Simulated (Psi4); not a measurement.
# A workflow on GeNH3O (SMILES [NH2][Ge][OH])

We compute a series of 10 runs (PBE-D4/def2-SVP, PBE0-D4/def2-TZVP, PBE-D4/def2-TZVPP, r2SCAN-D4/def2-TZVPP, B3LYP-D4/def2-TZVPP, PBE0-D4/def2-TZVPP, wB97M-V/def2-TZVPP, CCSD(T)/def2-TZVPP, and more) of GeNH3O. Input form: a Python script.

The calculation is run with Psi4 1.11.

## 1. The structure to begin with

The species is GeNH3O (6 atoms), meant as a singlet with charge 0. As SMILES, `[NH2][Ge][OH]`. The shape comes from GFN2-xTB, rattled, which is rough for such elements, and wasn't checked as a minimum. This is one conformer, not always the lowest. The run starts from this shape.

Bond lengths: N1–Ge2 1.761 Å, Ge2–O3 1.791 Å, N1–H4 0.989 Å, N1–H5 1.064 Å, O3–H6 0.978 Å. Angles: N1–Ge2–O3 99.8°, Ge2–N1–H4 126.3°, Ge2–N1–H5 126.9°, Ge2–O3–H6 123.8°, H4–N1–H5 106.5°.

## 2. A geometry optimisation at PBE-D4/def2-SVP (density fitting) (run 1)

calc.py reads:

```python
import psi4

psi4.set_memory('3300 MB')
psi4.set_num_threads(2)
psi4.core.set_output_file('geh3no.out', False)

mol = psi4.geometry("""
N     -0.809758     0.001196    -0.561608
Ge     0.514762    -1.136297    -0.333416
O      1.457480    -0.259311     0.912194
H     -1.555127    -0.089191    -1.205571
H     -0.920606     0.954282    -0.101606
H      1.204168     0.613703     1.272038
units angstrom
symmetry c1
""")

psi4.set_options({
    'scf_type': 'df',
    'geom_maxiter': 60,
    'max_force_g_convergence': 0.0005,
})

E = psi4.optimize('pbe-d4/def2-SVP', molecule=mol)
print(f'total energy {E:.8f} hartree = {E * 27.211386:.5f} eV')
mol.save_xyz_file('final.xyz', False)
for k, v in sorted(psi4.core.scalar_variables().items()):
    print(f'{k:45s} {v:18.10f}')
```

Run with:

```sh
python calc.py
```

geh3no.out:

```text
[...]
  Running in c1 symmetry.
[...]
  Nuclear repulsion =  190.360899365696611
[...]
  Multiplicity = 1
[...]
  Nalpha       = 25
  Nbeta        = 25
[...]
    Number of basis functions: 75
[...]
   @DF-RKS iter   1: -2206.52714928665546   -1.96130e+00   3.31497e-02 ADIIS/DIIS
[...]
   @DF-RKS iter   7: -2208.00280149255696   -5.45697e-12   8.45703e-09 DIIS
[...]
  @DF-RKS Final Energy: -2208.00280149255696
   => Energetics <=
    Nuclear Repulsion Energy =            185.5791568947459780
    One-Electron Energy =               -3444.5230970667921611
    Two-Electron Energy =                1146.1221761492543010
    DFT Exchange-Correlation Energy =     -95.1775641442375218
    Empirical Dispersion Energy =          -0.0034733255276499
    VV10 Nonlocal Energy =                  0.0000000000000000
    Total Energy =                      -2208.0028014925569551
[...]
 Multipole Moments:
 ------------------------------------------------------------------------------------
     Multipole            Electronic (a.u.)      Nuclear  (a.u.)        Total (a.u.)
 ------------------------------------------------------------------------------------
 L = 1.  Multiply by 2.5417464519 to convert [e a0] to [Debye]
 Dipole X            :          2.3693127           -3.2277559           -0.8584432
 Dipole Y            :         -6.1335015            6.8585710            0.7250696
 Dipole Z            :         -2.0573946            1.8759711           -0.1814235
 Magnitude           :                                                    1.1382289
[...]
  -Total Gradient:
     Atom            X                  Y                   Z
    ------   -----------------  -----------------  -----------------
       1       -0.000366586151     0.000112802058    -0.000218551780
       2       -0.000008172591     0.000047588030     0.000029301071
       3        0.000032639565    -0.000049621544    -0.000008306357
       4        0.000054940487     0.000046502612     0.000074675445
       5        0.000204258523    -0.000084377429     0.000106040138
       6       -0.000008181205    -0.000020711587    -0.000018312983
[...]
```

Standard output:

```text
Some dependencies such as QCElemental have not yet finished migration to pydantic v2. If issues are encountered please downgrade pydantic or upgrade QCElemental as appropriate
	Previous geometry is closer to target in internal coordinates, so using that one.

	Best geometry has RMS(Delta(q)) = 1.13e-04

	Previous geometry is closer to target in internal coordinates, so using that one.

	Best geometry has RMS(Delta(q)) = 3.95e-05

	Previous geometry is closer to target in internal coordinates, so using that one.

	Best geometry has RMS(Delta(q)) = 3.45e-08

Optimizer: Optimization complete!
total energy -2208.00280149 hartree = -60082.81652 eV
CURRENT ENERGY                                  -2208.0028014926
CURRENT REFERENCE ENERGY                        -2208.0028014926
DD SOLVATION ENERGY                                 0.0000000000
DFT FUNCTIONAL TOTAL ENERGY                     -2207.9993281670
DFT TOTAL ENERGY                                -2208.0028014926
DFT VV10 ENERGY                                     0.0000000000
DFT XC ENERGY                                     -95.1775641442
DISPERSION CORRECTION ENERGY                       -0.0034733255
GRID ELECTRONS ALPHA                               24.9999888627
GRID ELECTRONS BETA                                24.9999888627
GRID ELECTRONS TOTAL                               49.9999777253
NUCLEAR REPULSION ENERGY                          185.5791568947
ONE-ELECTRON ENERGY                             -3444.5230970668
OPTIMIZATION ITERATIONS                             6.0000000000
PBE-D4(BJ,EEQ)ATM DISPERSION CORRECTION ENERGY      -0.0034733255
PCM POLARIZATION ENERGY                             0.0000000000
PE ENERGY                                           0.0000000000
SCF ITERATION ENERGY                            -2208.0028014926
SCF ITERATIONS                                      7.0000000000
SCF TOTAL ENERGY                                -2208.0028014926
TWO-ELECTRON ENERGY                              1146.1221761493
XC GRID RADIAL POINTS                              75.0000000000
XC GRID SPHERICAL POINTS                          302.0000000000
XC GRID TOTAL POINTS                           130136.0000000000
```

It took 4.3 min on 2 threads of Intel Xeon at 2.50GHz (Skylake/Cascade Lake), shared host; peak memory 0.57 GiB.

Steps, from the record of the run:

| step | energy from the first frame kept (eV) | largest force (eV/Å) |
| --- | --- | --- |
| 0 | 0.0000 | 3.5487 |
| 1 | -0.1731 | 0.6027 |
| 2 | -0.1860 | 0.1831 |
| 3 | -0.1900 | 0.0836 |
| 4 | -0.1906 | 0.0658 |
| 5 | -0.1907 | 0.0227 |

After the run. Bond lengths: N1–Ge2 1.851 Å, Ge2–O3 1.818 Å, N1–H4 1.024 Å, N1–H5 1.026 Å, O3–H6 0.977 Å. Angles: N1–Ge2–O3 99.2°, Ge2–N1–H4 121.6°, Ge2–N1–H5 127.1°, Ge2–O3–H6 114.6°, H4–N1–H5 111.3°.

## 3. A geometry optimisation at PBE0-D4/def2-TZVP (density fitting) (run 2)

calc.py reads:

```python
import psi4

psi4.set_memory(3300000000)
psi4.set_num_threads(2)
psi4.set_output_file('psi4.out', False)

geom = psi4.geometry("""
N     -0.845869     0.075783    -0.577021
Ge     0.518632    -1.150020    -0.332269
O      1.482870    -0.261694     0.927816
H     -1.606688    -0.093553    -1.241103
H     -0.960907     0.977608    -0.101752
H      1.110990     0.602795     1.189783
symmetry c1
""")

psi4.set_options(dict(basis='def2-TZVP', reference='rks', scf_type='df', geom_maxiter=50, max_force_g_convergence=0.0002))

e_tot = psi4.optimize("PBE0-D4")
print('E =', round(e_tot, 9))
print(geom.to_string(dtype='xyz', units='Angstrom'))
for k, v in sorted(psi4.core.scalar_variables().items()):
    print(f'{k:45s} {v:18.10f}')
```

Run with:

```sh
python calc.py
```

psi4.out:

```text
[...]
  Running in c1 symmetry.
[...]
  Nuclear repulsion =  185.579143540908120
[...]
  Multiplicity = 1
[...]
  Nalpha       = 25
  Nbeta        = 25
[...]
    Number of basis functions: 128
[...]
   @DF-RKS iter   1: -2207.00603367399663   -2.41077e+00   2.34165e-02 DIIS/ADIIS
[...]
   @DF-RKS iter   8: -2208.47994782326396   -3.18323e-12   2.97955e-09 DIIS
[...]
  @DF-RKS Final Energy: -2208.47994782326396
   => Energetics <=
    Nuclear Repulsion Energy =            187.9556092079520795
    One-Electron Energy =               -3450.2159480568689105
    Two-Electron Energy =                1125.7687730853965604
    DFT Exchange-Correlation Energy =     -71.9854877955121282
    Empirical Dispersion Energy =          -0.0028942642317523
    VV10 Nonlocal Energy =                  0.0000000000000000
    Total Energy =                      -2208.4799478232639558
[...]
 Multipole Moments:
 ------------------------------------------------------------------------------------
     Multipole            Electronic (a.u.)      Nuclear  (a.u.)        Total (a.u.)
 ------------------------------------------------------------------------------------
 L = 1.  Multiply by 2.5417464519 to convert [e a0] to [Debye]
 Dipole X            :          2.3381991           -3.1628869           -0.8246878
 Dipole Y            :         -6.1394054            6.7525315            0.6131261
 Dipole Z            :         -2.0854728            1.8588024           -0.2266704
 Magnitude           :                                                    1.0523369
[...]
  -Total Gradient:
     Atom            X                  Y                   Z
    ------   -----------------  -----------------  -----------------
       1       -0.000074329163     0.000083335146    -0.000002793556
       2       -0.000014687490    -0.000008889537    -0.000016759414
       3       -0.000009419067    -0.000039664105    -0.000031533216
       4        0.000014529700    -0.000010118752     0.000004958326
       5        0.000039538352     0.000020129340     0.000040779254
       6       -0.000012378798    -0.000013527671    -0.000017012827
[...]
```

Standard output:

```text
Optimizer: Optimization complete!
E = -2208.479947823
6
0 1 GeH3NO
N                    -1.288175762542     0.874635232534    -0.405575707649
Ge                    0.062113786272    -0.334864365811    -0.161879770840
O                     1.014725920653     0.539008447845     1.080691426214
H                    -2.032418795054     0.698605571834    -1.062221778091
H                    -1.402984505466     1.762720969073     0.060370970014
H                     0.673457449850     1.393104730558     1.359137897450

CURRENT ENERGY                                  -2208.4799478233
CURRENT REFERENCE ENERGY                        -2208.4799478233
DD SOLVATION ENERGY                                 0.0000000000
DFT FUNCTIONAL TOTAL ENERGY                     -2208.4770535590
DFT TOTAL ENERGY                                -2208.4799478233
DFT VV10 ENERGY                                     0.0000000000
DFT XC ENERGY                                     -71.9854877955
DISPERSION CORRECTION ENERGY                       -0.0028942642
GRID ELECTRONS ALPHA                               25.0000005113
GRID ELECTRONS BETA                                25.0000005113
GRID ELECTRONS TOTAL                               50.0000010227
NUCLEAR REPULSION ENERGY                          187.9556092080
ONE-ELECTRON ENERGY                             -3450.2159480569
OPTIMIZATION ITERATIONS                             4.0000000000
PBE0-D4(BJ,EEQ)ATM DISPERSION CORRECTION ENERGY      -0.0028942642
PCM POLARIZATION ENERGY                             0.0000000000
PE ENERGY                                           0.0000000000
SCF ITERATION ENERGY                            -2208.4799478233
SCF ITERATIONS                                      8.0000000000
SCF TOTAL ENERGY                                -2208.4799478233
TWO-ELECTRON ENERGY                              1125.7687730854
XC GRID RADIAL POINTS                              75.0000000000
XC GRID SPHERICAL POINTS                          302.0000000000
XC GRID TOTAL POINTS                           129926.0000000000
```

Wall time 2.3 min (2 threads of Intel Xeon at 2.50GHz (Skylake/Cascade Lake), shared host); peak memory 0.75 GiB.

The path in brief:

| step | energy from the first frame kept (eV) | largest force (eV/Å) |
| --- | --- | --- |
| 0 | 0.0000 | 0.7673 |
| 1 | -0.0295 | 0.0894 |
| 2 | -0.0302 | 0.0484 |
| 3 | -0.0305 | 0.0057 |

After the run. Bond lengths: N1–Ge2 1.829 Å, Ge2–O3 1.793 Å, N1–H4 1.008 Å, N1–H5 1.009 Å, O3–H6 0.961 Å. Angles: N1–Ge2–O3 99.3°, Ge2–N1–H4 121.1°, Ge2–N1–H5 127.2°, Ge2–O3–H6 116.4°, H4–N1–H5 111.7°.

Run 3 isn't shown in full; the table further down has it.

## 4. A single-point energy at PBE-D4/def2-TZVPP (density fitting) (run 4)

geh3no.xyz reads:

```xyz
6
GeH3NO
N     -0.832385     0.064510    -0.573476
Ge     0.517905    -1.144990    -0.329780
O      1.470517    -0.271117     0.912791
H     -1.576628    -0.111520    -1.230122
H     -0.947193     0.952596    -0.107529
H      1.129248     0.582980     1.191237
```

run.py reads:

```python
import psi4

psi4.set_memory(3300000000)
psi4.set_num_threads(2)
psi4.set_output_file('geh3no.out', False)

with open('geh3no.xyz') as f:
    atoms = ''.join(f.readlines()[2:])
m = psi4.geometry('0 1\n' + atoms + 'symmetry c1')

options = {'basis': 'def2-TZVPP', 'scf_type': 'df', 'dft_radial_points': 99, 'dft_spherical_points': 590}
psi4.set_options(options)

result, w = psi4.energy("pbe-d4", return_wfn=True)
print(f'total energy {result:.8f} hartree = {result * 27.211386:.5f} eV')
for k, v in sorted(psi4.core.scalar_variables().items()):
    print(f'{k:45s} {v:18.10f}')
```

Run with:

```sh
python run.py
```

geh3no.out:

```text
[...]
  Running in c1 symmetry.
[...]
  Nuclear repulsion =  187.955585715206041
[...]
  Multiplicity = 1
[...]
  Nalpha       = 25
  Nbeta        = 25
[...]
    Number of basis functions: 152
[...]
   @DF-RKS iter   1: -2206.70310289188228   -1.74297e+00   2.08292e-02 ADIIS/DIIS
[...]
   @DF-RKS iter  10: -2208.43467144679335   -4.91373e-08   3.76353e-07 DIIS
[...]
    Orbital Energies [Eh]
    ---------------------
    Doubly Occupied:
       1A   -397.049774     2A    -49.153827     3A    -43.768903
       4A    -43.767046     5A    -43.765824     6A    -18.738324
       7A    -13.975238     8A     -5.958444     9A     -4.178123
      10A     -4.173629    11A     -4.169152    12A     -1.085569
      13A     -1.081629    14A     -1.081393    15A     -1.078151
      16A     -1.074932    17A     -0.886091    18A     -0.767629
      19A     -0.485227    20A     -0.446799    21A     -0.409948
      22A     -0.286636    23A     -0.281714    24A     -0.232770
      25A     -0.228748
[...]
  @DF-RKS Final Energy: -2208.43467144679335
   => Energetics <=
    Nuclear Repulsion Energy =            187.9555857152060412
    One-Electron Energy =               -3449.7139912409957105
    Two-Electron Energy =                1148.5471696693384729
    DFT Exchange-Correlation Energy =     -95.2199439127773530
    Empirical Dispersion Energy =          -0.0034916775642580
    VV10 Nonlocal Energy =                  0.0000000000000000
    Total Energy =                      -2208.4346714467933452
[...]
 Multipole Moments:
 ------------------------------------------------------------------------------------
     Multipole            Electronic (a.u.)      Nuclear  (a.u.)        Total (a.u.)
 ------------------------------------------------------------------------------------
 L = 1.  Multiply by 2.5417464519 to convert [e a0] to [Debye]
 Dipole X            :          2.3696180           -3.1628882           -0.7932702
 Dipole Y            :         -6.1443327            6.7525336            0.6082010
 Dipole Z            :         -2.0654105            1.8588018           -0.2066087
 Magnitude           :                                                    1.0207219
[...]
```

Standard output:

```text
total energy -2208.43467145 hartree = -60094.56830 eV
CURRENT ENERGY                                  -2208.4346714468
CURRENT REFERENCE ENERGY                        -2208.4346714468
DD SOLVATION ENERGY                                 0.0000000000
DFT FUNCTIONAL TOTAL ENERGY                     -2208.4311797692
DFT TOTAL ENERGY                                -2208.4346714468
DFT VV10 ENERGY                                     0.0000000000
DFT XC ENERGY                                     -95.2199439128
DISPERSION CORRECTION ENERGY                       -0.0034916776
GRID ELECTRONS ALPHA                               24.9999999766
GRID ELECTRONS BETA                                24.9999999766
GRID ELECTRONS TOTAL                               49.9999999532
NUCLEAR REPULSION ENERGY                          187.9555857152
ONE-ELECTRON ENERGY                             -3449.7139912410
PBE-D4(BJ,EEQ)ATM DISPERSION CORRECTION ENERGY      -0.0034916776
PCM POLARIZATION ENERGY                             0.0000000000
PE ENERGY                                           0.0000000000
SCF ITERATION ENERGY                            -2208.4346714468
SCF ITERATIONS                                     10.0000000000
SCF TOTAL ENERGY                                -2208.4346714468
TWO-ELECTRON ENERGY                              1148.5471696693
XC GRID RADIAL POINTS                              99.0000000000
XC GRID SPHERICAL POINTS                          590.0000000000
XC GRID TOTAL POINTS                           333172.0000000000
```

Run time: 75 s. Hardware: 2 threads of Intel Xeon at 2.50GHz (Skylake/Cascade Lake), shared host; peak memory 1.5 GiB.

Runs 5 to 9 aren't shown in full; the table further down has their settings and results.

## 5. A single-point energy at MP2/def2-QZVPP (density fitting, density fitting for correlation) (run 10)

geh3no.xyz is that of step 4.

geh3no.py reads:

```python
import psi4

psi4.set_memory('3300 MB')
psi4.set_num_threads(2)
psi4.set_output_file('psi4.out', False)

with open('geh3no.xyz') as f:
    atoms = ''.join(f.readlines()[2:])
mol = psi4.geometry('0 1\n' + atoms + 'symmetry c1')

psi4.set_options({
    'basis': 'def2-QZVPP',
    'scf_type': 'df',
    'num_frozen_docc': 11,
})

result = psi4.energy('mp2', molecule=mol)
print(f'mp2 energy: {result:.10f} Eh')
```

Run with:

```sh
python geh3no.py
```

psi4.out:

```text
[...]
  Running in c1 symmetry.
[...]
  Nuclear repulsion =  187.955585715206041
[...]
  Multiplicity = 1
[...]
  Nalpha       = 25
  Nbeta        = 25
[...]
    Number of basis functions: 293
[...]
   @DF-RHF iter   1: -2205.30572930436620   -3.60254e+00   1.04431e-02 DIIS/ADIIS
[...]
   @DF-RHF iter  12: -2206.57658305034374   -6.73026e-11   7.14256e-09 DIIS
[...]
    Orbital Energies [Eh]
    ---------------------
    Doubly Occupied:
       1A   -405.234697     2A    -52.138619     3A    -46.226261
       4A    -46.224970     5A    -46.224362     6A    -20.542030
       7A    -15.548650     8A     -7.183420     9A     -5.159377
      10A     -5.155531    11A     -5.152738    12A     -1.637888
      13A     -1.634463    14A     -1.633914    15A     -1.629996
      16A     -1.624725    17A     -1.304012    18A     -1.128489
      19A     -0.711183    20A     -0.662730    21A     -0.632062
      22A     -0.507010    23A     -0.501332    24A     -0.414688
      25A     -0.363152
[...]
  @DF-RHF Final Energy: -2206.57658305034374
   => Energetics <=
    Nuclear Repulsion Energy =            187.9555857152060412
    One-Electron Energy =               -3450.7117364973028089
    Two-Electron Energy =                1056.1795677317529680
    Total Energy =                      -2206.5765830503441975
[...]
 Multipole Moments:
 ------------------------------------------------------------------------------------
     Multipole            Electronic (a.u.)      Nuclear  (a.u.)        Total (a.u.)
 ------------------------------------------------------------------------------------
 L = 1.  Multiply by 2.5417464519 to convert [e a0] to [Debye]
 Dipole X            :          2.3430641           -3.1628882           -0.8198241
 Dipole Y            :         -6.1753378            6.7525336            0.5771959
 Dipole Z            :         -2.1041680            1.8588018           -0.2453662
 Magnitude           :                                                    1.0322166
[...]
```

Standard output:

```text
mp2 energy: -2207.5700502614 Eh
```

It took 44 s on 2 threads of Intel Xeon at 2.50GHz (Skylake/Cascade Lake), shared host; peak memory 0.85 GiB.

## 6. All runs side by side

| run | level | geom maxiter | max force g convergence | energy (Eh) | HOMO energy (eV) | LUMO energy (eV) | HOMO–LUMO gap (eV) | wall time |
| --- | --- | --- | --- | --- | --- | --- | --- | --- |
| 1 | PBE-D4/def2-SVP (density fitting) | 60 | 0.0005 | -2208.002801 | -5.99 | -1.64 | 4.35 | 4.3 min |
| 2 | PBE0-D4/def2-TZVP (density fitting) | 50 | 0.0002 | -2208.479948 | -7.34 | -1.05 | 6.29 | 2.3 min |
| 3 | PBE0-D4/def2-TZVP (density fitting) | – | – | timeout | – | – | – | 12 min |
| 4 | PBE-D4/def2-TZVPP (density fitting) | – | – | -2208.434671 | -6.22 | -1.82 | 4.41 | 75 s |
| 5 | r2SCAN-D4/def2-TZVPP (density fitting) | – | – | timeout | – | – | – | 2 min |
| 6 | B3LYP-D4/def2-TZVPP (density fitting) | – | – | -2208.945745 | -7.20 | -1.28 | 5.91 | 1.8 min |
| 7 | PBE0-D4/def2-TZVPP (density fitting) | – | – | -2208.483298 | -7.34 | -1.06 | 6.28 | 1.8 min |
| 8 | wB97M-V/def2-TZVPP (density fitting) | – | – | timeout | – | – | – | 2 min |
| 9 | CCSD(T)/def2-TZVPP (density fitting, density fitting for correlation) | – | – | timeout | – | – | – | 7.9 min |
| 10 | MP2/def2-QZVPP (density fitting, density fitting for correlation) | – | – | -2207.570050 | -9.88 | 1.65 | 11.53 | 44 s |

## 7. Outcome

| quantity | value |
| --- | --- |
| run 10, MP2/def2-QZVPP: total energy | -2207.57005 Eh |
| run 10, MP2/def2-QZVPP: HOMO energy (Hartree–Fock orbitals) | -9.88 eV |
| run 10, MP2/def2-QZVPP: LUMO energy (Hartree–Fock orbitals) | 1.65 eV |
| run 10, MP2/def2-QZVPP: HOMO–LUMO gap (Hartree–Fock orbitals) | 11.53 eV |
| run 10, MP2/def2-QZVPP: correlation energy (11 core orbitals frozen) | -993.5 mEh |

**Reading.** Over runs 4, 6, 7 the dipole moment (its size) runs from 2.56 D (B3LYP-D4/def2-TZVPP) to 2.61 D (PBE0-D4/def2-TZVPP). Over runs 4, 6, 7 the HOMO–LUMO gap runs from 4.41 eV (PBE-D4/def2-TZVPP) to 6.28 eV (PBE0-D4/def2-TZVPP). Totals of different functionals can't be ranked against each other. All runs together took 36 min, the longest 12 min. 4 of the 10 runs did not end normally.
